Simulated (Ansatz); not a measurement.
**Sr: response to strain**

Aim: deform Sr (equal xy, yz and zx engineering shear strains of -1 %) and compute stress, forces and field gradients with LAPW, PAW and all-electron datasets made for the crystal.

Program: Ansatz 0.2.0. Level of theory: DFT LDA, scalar-relativistic. These are calculated values, not measurements.

## Step 1: The system as given

The structure is cubic, space group Fm-3m (No. 225). The conventional cell has a = 6.085 Å, b = 6.085 Å, c = 6.085 Å, α = 90.00°, β = 90.00°, γ = 90.00°. Sr (site symmetry m-3m) is surrounded by 12 Sr at 4.30 Å.

Structure file:

```xyz
1
Lattice="0.0000 3.0424 3.0424 3.0423 0.0000 3.0424 3.0423 3.0424 0.0000" Properties=species:S:1:pos:R:3 pbc="T T T"
Sr    0.0000    0.0000    0.0000
```

## Step 2: The deformed structure

Space group Fm-3m before, R-3m after.

## Step 3: All-electron LAPW

File input.yaml:

```yaml
crystal:
  lattice:
    - [-0.0304235, 3.02713825, 3.02713825]
    - [3.02713825, -0.0304235, 3.02713825]
    - [3.02713825, 3.02713825, -0.0304235]
  atoms:
    - { symbol: Sr, position: [0.0, 0.0, 0.0] }
kpoints:
  mp_grid: { grid: [10, 10, 10] }
  band_path:
    path:
      - [0.0, 0.0, 0.0]
      - [0.5, 0.5, 0.5]
      - [0.2525443832, 0.5, 0.7474556168]
      - [-0.2525443832, 0.2525443832, 0.5]
      - [0.0, 0.0, 0.5]
      - [0.0, 0.0, 0.0]
      - [-0.3762721916, 0.0, 0.3762721916]
      - [0.0, 0.3762721916, 0.6237278084]
      - [0.0, 0.5, 0.5]
    npoints: 5
scf:
  occupations: { method: fermi_dirac, width: 0.08 }
hamiltonian:
  xc: lda
  pseudopotentials: { kind: all_electron, lapw: { basis_error: 0.0005 } }
output:
  forces: true
  stress: true
  eigenvalues: true
```

The run is started by

```sh
ansatz run input.yaml --threads 1 --pin off --max-ram 3072MiB --backend cpu --events-out ev --progress --plain --runs-dir out
```

## Step 4: Frozen-core PAW

File input.yaml:

```yaml
crystal:
  lattice:
    - [-0.0304235, 3.02713825, 3.02713825]
    - [3.02713825, -0.0304235, 3.02713825]
    - [3.02713825, 3.02713825, -0.0304235]
  atoms:
    - { symbol: Sr, position: [0.0, 0.0, 0.0] }
kpoints:
  mp_grid: { grid: [10, 10, 10] }
scf:
  occupations: { method: fermi_dirac, width: 0.08 }
hamiltonian:
  xc: lda
  pseudopotentials: { kind: paw }
output:
  forces: true
  stress: true
  eigenvalues: true
  efg: { contact_densities: true }
```

## Step 5: Datasets made for this crystal

Changes to input.yaml since step 4:

```diff
@@ -13,3 +13,3 @@
   xc: lda
-  pseudopotentials: { kind: paw }
+  pseudopotentials: { kind: all_electron, datasets: crystal }
 output:
```

(Steps that only read results are left out.)

**Question.** What will these runs give? Wanted: pressure; largest shear or deviatoric stress.

The runs gave:

| quantity | value |
| --- | --- |
| pressure | LAPW -1.55, PAW -1.55, crystal datasets -1.55 GPa |
| largest shear or deviatoric stress (LAPW) | 0.09 GPa |

In words: The largest part of the stress beyond the pressure is 0.09 GPa in size. No run of the undeformed cell stands beside it, so the pressure holds what the given cell had before the change. PAW: stress within 0.01 GPa of LAPW. Crystal datasets: stress within 0.01 GPa of LAPW.
